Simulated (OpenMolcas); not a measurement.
# Co⁴⁺ among point charges: CASSCF and CASPT2 levels and susceptibility, part 2 of 2

How does a field of 6 point charges split the states of Co⁴⁺, and what χT follows?

OpenMolcas 26.06; ANO-RCC-VDZP, DKH2, active space 5 electrons in 5 orbitals (3d), orbitals: per spin and parity. Surroundings: 6 point charges of -2 e arranged as an octahedron (Oh), 1.91 Å from the ion.

### Step 7. CASPT2: IPEA 0.25, imaginary shift 0.1 (closed shells correlated: 3s 3p)

File a.inp:

```
>>> COPY JOB001 $Project.JobIph
&CASPT2
Multistate=1 1
Frozen=2 3
IPEA=0.25
Imaginary=0.1
MaxIter=60
WThr=0.0 0.3 0.05
PrWF=0.5
NoMix
>>> COPY JOB002 $Project.JobIph
&CASPT2
Multistate=24 1 2 3 4 5 6 7 8 9 10 11 12 13 14 15 16 17 18 19 20 21 22
23 24
NoMult
Frozen=2 3
IPEA=0.25
Imaginary=0.1
MaxIter=60
WThr=0.0 0.3 0.05
PrWF=0.5
NoMix
>>> COPY JOB003 $Project.JobIph
&CASPT2
Multistate=75 1 2 3 4 5 6 7 8 9 10 11 12 13 14 15 16 17 18 19 20 21 22
23 24 25 26 27 28 29 30 31 32 33 34 35 36 37 38 39 40 41 42 43 44 45 46
47 48 49 50 51 52 53 54 55 56 57 58 59 60 61 62 63 64 65 66 67 68 69 70
71 72 73 74 75
NoMult
Frozen=2 3
IPEA=0.25
Imaginary=0.1
MaxIter=60
WThr=0.0 0.3 0.05
PrWF=0.5
NoMix
```

Standard output:

```text
Orbital specifications:
      -----------------------

      Symmetry species                           1   2
                                                ag  au
      Frozen orbitals                            2   3
      Inactive orbitals                          1   3
      Active orbitals                            5   0
      Secondary orbitals                         7  13
      Deleted orbitals                           0   0
      Number of basis functions                 15  19
Type of calculation                        SS-CASPT2
      Fock operator                              state-specific
      IPEA shift                                 0.25
      Real shift                                 0.00
      Imaginary shift                            0.10
      The input orbitals will be transformed to quasi-canonical
Reference energy:       -1401.3358676401
      E2 (Non-variational):      -0.2488456993
      Shift correction:          -0.0000466079
      E2 (Variational):          -0.2488923072
      Total energy:           -1401.5847599473
      Residual norm:              0.0000004893
      Reference weight:           0.96875
      Contributions to the CASPT2 correlation energy
      Active & Virtual Only:         -0.0453732605
      One Inactive Excited:          -0.1313971446
      Two Inactive Excited:          -0.0720752942
::    CASPT2 Root  1     Total energy:  -1401.58475995
Orbital specifications:
      -----------------------

      Symmetry species                           1   2
                                                ag  au
      Frozen orbitals                            2   3
      Inactive orbitals                          1   3
      Active orbitals                            5   0
      Secondary orbitals                         7  13
      Deleted orbitals                           0   0
      Number of basis functions                 15  19
Type of calculation                        SS-CASPT2
      Fock operator                              state-specific
      IPEA shift                                 0.25
      Real shift                                 0.00
      Imaginary shift                            0.10
      The input orbitals will be transformed to quasi-canonical
Reference energy:       -1401.1467833679
      E2 (Non-variational):      -0.2596302394
      Shift correction:          -0.0000538421
      E2 (Variational):          -0.2596840815
      Total energy:           -1401.4064674494
      Residual norm:              0.0000009332
      Reference weight:           0.96665
      Contributions to the CASPT2 correlation energy
      Active & Virtual Only:         -0.0488570551
      One Inactive Excited:          -0.1380956399
      Two Inactive Excited:          -0.0726775445
Reference energy:       -1401.1467833679
      E2 (Non-variational):      -0.2594423458
      Shift correction:          -0.0000541663
      E2 (Variational):          -0.2594965121
      Total energy:           -1401.4062798801
      Residual norm:              0.0000001697
      Reference weight:           0.96669
      Contributions to the CASPT2 correlation energy
      Active & Virtual Only:         -0.0488097240
      One Inactive Excited:          -0.1379855995
      Two Inactive Excited:          -0.0726470223
::    CASPT2 Root  1     Total energy:  -1401.40646745
::    CASPT2 Root  2     Total energy:  -1401.40627988
::    CASPT2 Root  3     Total energy:  -1401.40601936
::    CASPT2 Root  4     Total energy:  -1401.40329108
::    CASPT2 Root  5     Total energy:  -1401.40311463
::    CASPT2 Root  6     Total energy:  -1401.40328577
::    CASPT2 Root  7     Total energy:  -1401.40219061
::    CASPT2 Root  8     Total energy:  -1401.40211036
::    CASPT2 Root  9     Total energy:  -1401.40134904
::    CASPT2 Root 10     Total energy:  -1401.37826903
::    CASPT2 Root 11     Total energy:  -1401.37802475
::    CASPT2 Root 12     Total energy:  -1401.37772869
::    CASPT2 Root 13     Total energy:  -1401.36786644
::    CASPT2 Root 14     Total energy:  -1401.36785507
::    CASPT2 Root 15     Total energy:  -1401.36792176
::    CASPT2 Root 16     Total energy:  -1401.36591913
::    CASPT2 Root 17     Total energy:  -1401.36591590
::    CASPT2 Root 18     Total energy:  -1401.28845887
::    CASPT2 Root 19     Total energy:  -1401.28885949
::    CASPT2 Root 20     Total energy:  -1401.28850995
::    CASPT2 Root 21     Total energy:  -1401.28469737
::    CASPT2 Root 22     Total energy:  -1401.28445297
::    CASPT2 Root 23     Total energy:  -1401.28448101
::    CASPT2 Root 24     Total energy:  -1401.28482326
Orbital specifications:
      -----------------------

      Symmetry species                           1   2
                                                ag  au
      Frozen orbitals                            2   3
      Inactive orbitals                          1   3
      Active orbitals                            5   0
      Secondary orbitals                         7  13
      Deleted orbitals                           0   0
      Number of basis functions                 15  19
Type of calculation                        SS-CASPT2
      Fock operator                              state-specific
      IPEA shift                                 0.25
      Real shift                                 0.00
      Imaginary shift                            0.10
      The input orbitals will be transformed to quasi-canonical
Reference energy:       -1401.0655831493
      E2 (Non-variational):      -0.2571918830
      Shift correction:          -0.0000524791
      E2 (Variational):          -0.2572443621
      Total energy:           -1401.3228275114
      Residual norm:              0.0000001135
      Reference weight:           0.96718
      Contributions to the CASPT2 correlation energy
      Active & Virtual Only:         -0.0460902118
      One Inactive Excited:          -0.1463923477
      Two Inactive Excited:          -0.0647093235
Reference energy:       -1401.0655831493
      E2 (Non-variational):      -0.2572105645
      Shift correction:          -0.0000525233
      E2 (Variational):          -0.2572630877
      Total energy:           -1401.3228462370
      Residual norm:              0.0000001148
      Reference weight:           0.96717
      Contributions to the CASPT2 correlation energy
      Active & Virtual Only:         -0.0460757365
      One Inactive Excited:          -0.1464224482
      Two Inactive Excited:          -0.0647123798
::    CASPT2 Root  1     Total energy:  -1401.32282751
::    CASPT2 Root  2     Total energy:  -1401.32284624
::    CASPT2 Root  3     Total energy:  -1401.32282460
::    CASPT2 Root  4     Total energy:  -1401.32191063
::    CASPT2 Root  5     Total energy:  -1401.32040255
::    CASPT2 Root  6     Total energy:  -1401.32038129
::    CASPT2 Root  7     Total energy:  -1401.32038918
::    CASPT2 Root  8     Total energy:  -1401.32055057
::    CASPT2 Root  9     Total energy:  -1401.32052354
::    CASPT2 Root 10     Total energy:  -1401.32087140
::    CASPT2 Root 11     Total energy:  -1401.31911051
::    CASPT2 Root 12     Total energy:  -1401.31905223
::    CASPT2 Root 13     Total energy:  -1401.31739622
::    CASPT2 Root 14     Total energy:  -1401.30878290
::    CASPT2 Root 15     Total energy:  -1401.30867071
::    CASPT2 Root 16     Total energy:  -1401.30862153
::    CASPT2 Root 17     Total energy:  -1401.30397253
::    CASPT2 Root 18     Total energy:  -1401.30398168
::    CASPT2 Root 19     Total energy:  -1401.29556841
::    CASPT2 Root 20     Total energy:  -1401.29553536
::    CASPT2 Root 21     Total energy:  -1401.29558955
::    CASPT2 Root 22     Total energy:  -1401.29055306
::    CASPT2 Root 23     Total energy:  -1401.28809253
::    CASPT2 Root 24     Total energy:  -1401.28808557
::    CASPT2 Root 25     Total energy:  -1401.28778060
::    CASPT2 Root 26     Total energy:  -1401.26844705
::    CASPT2 Root 27     Total energy:  -1401.26847049
::    CASPT2 Root 28     Total energy:  -1401.26845144
::    CASPT2 Root 29     Total energy:  -1401.26661740
::    CASPT2 Root 30     Total energy:  -1401.26675395
```

This run took 4.9 s in all on 1 thread, shared host.

SS-CASPT2: lowest energy less the reference's lowest, -0.2489 hartree; reference weights 0.959 to 0.969.

Spin-free states, with their symmetry labels:

| state | degeneracy | E (cm-1) | free-ion L (%) |
| --- | --- | --- | --- |
| 6A1 | 1 | 0 | S (100) |
| 4T1 | 3 | 39177 | G (90) |
| 4T2 | 3 | 39841 | G (100) |
| 4E | 2 | 40078 | G (100) |
| 4A1 | 1 | 40254 | G (100) |
| 4T1 | 3 | 45377 | P (90) |
| 4T2 | 3 | 47599 | D (99) |
| 4E | 2 | 48030 | D (100) |
| 2T2 | 3 | 57486 | I (92) |
| 2A2 | 1 | 57689 | I (94) |
| 2T2 | 3 | 57966 | I (97) |
| 2T1 | 3 | 58022 | I (96) |
| 2E | 2 | 58310 | I (99) |
| 2A1 | 1 | 58680 | I (100) |
| 2T2 | 3 | 60590 | D (64) |
| 2E | 2 | 61625 | D (93) |
| 2T1 | 3 | 63471 | F (94) |
| 2A2 | 1 | 64571 | F (94) |
| 4T1 | 3 | 64998 | F (100) |
| 2T2 | 3 | 65134 | F (58) |
| 4A2 | 1 | 65828 | F (100) |
| 4T2 | 3 | 65890 | F (98) |
| 2T1 | 3 | 69421 | H (92) |
| 2E | 2 | 69809 | H (77) |

With spin-orbit coupling:

```
E (cm-1)  Degeneracy  Label  2S+1               g
       0           6            6                
   39110           2     Γ7     4  2.23 2.23 2.23
   39140           4     Γ8     4                
   39170           4     Γ8     4                
   39230           2     Γ6     4  2.85 2.85 2.85
   39730           2     Γ7     4  1.69 1.69 1.69
   39810           4     Γ8     4                
   39880           2     Γ6     4  4.14 4.14 4.14
   39890           4     Γ8     4                
   40070           2     Γ7     4  2.16 2.16 2.16
   40070           4     Γ8     4                
   40090           2     Γ6     4  1.40 1.40 1.40
   40250           4     Γ8     4                
   44930           4     Γ8     4                
   44990           2     Γ7     4  2.57 2.57 2.57
   45110           4     Γ8     4                
   45310           2     Γ6     4  2.59 2.59 2.59
   47530           2     Γ6     4  2.23 2.23 2.23
   47670           4     Γ8     4                
   47780           2     Γ7     4  4.38 4.38 4.38
   47900           4     Γ8     4                
   48120           2     Γ6     4  1.00 1.00 1.00
   48290           4     Γ8     4                
   48350           2     Γ7     4  2.44 2.44 2.44
```

Powder χT (cm³ K/mol): 4.38 at 2 K, 4.38 at 5 K, 4.38 at 10 K, 4.38 at 20 K, 4.38 at 50 K, 4.38 at 100 K, 4.38 at 150 K, 4.38 at 200 K, 4.38 at 250 K, 4.38 at 300 K.

### Step 8. The methods side by side

A. CASSCF
B. SS-CASPT2, IPEA 0.25, imaginary shift 0.1 (closed shells correlated: 3s 3p)

| method | ground state | first gap with spin-orbit (cm-1) | χT at 300 K |
| --- | --- | --- | --- |
| A | 6A1 | 41441.0 | 4.39 |
| B | 6A1 | 39111.0 | 4.38 |

### Step 9. Outcome

What follows sums up all 2 parts.

| quantity | value |
| --- | --- |
| method | SS-CASPT2, IPEA 0.25, imaginary shift 0.1 (closed shells correlated: 3s 3p) |
| spin-free ground state | 6A1, 1-fold in its orbital part |
| lowest level | 6-fold |
| next level | 39111.0 cm⁻¹ |
| χT at 300 K | 4.38 cm³ K/mol |
| effective moment at 300 K | 5.92 μB |

Cost by method:

| method | time of its own steps | time with the reference |
| --- | --- | --- |
| A. CASSCF | 20 s | 20 s |
| B. SS-CASPT2, IPEA 0.25, imaginary shift 0.1, +3s 3p | 4.9 s | 25 s |

Times are of one thread on a shared host.

**Reading.** The spin-free ground state (6A1) comes to 100 % from free-ion S terms and keeps the highest spin of the shell. χT at 300 K is 4.38, against 4.39 cm³ K/mol for the spin alone, as a half-filled shell (L = 0) has no orbital moment. An active space of the d shell alone favours high spin; real ions in strong fields can be low spin. CASPT2 does not keep the components of a term degenerate, and the means are used. The field of point charges can differ much from that of real complexes. With metal d orbitals alone active, the gaps between spin states are rough; where two lie within a few thousand cm-1, their order is open. This is an electrostatic model: the charges have no orbitals.
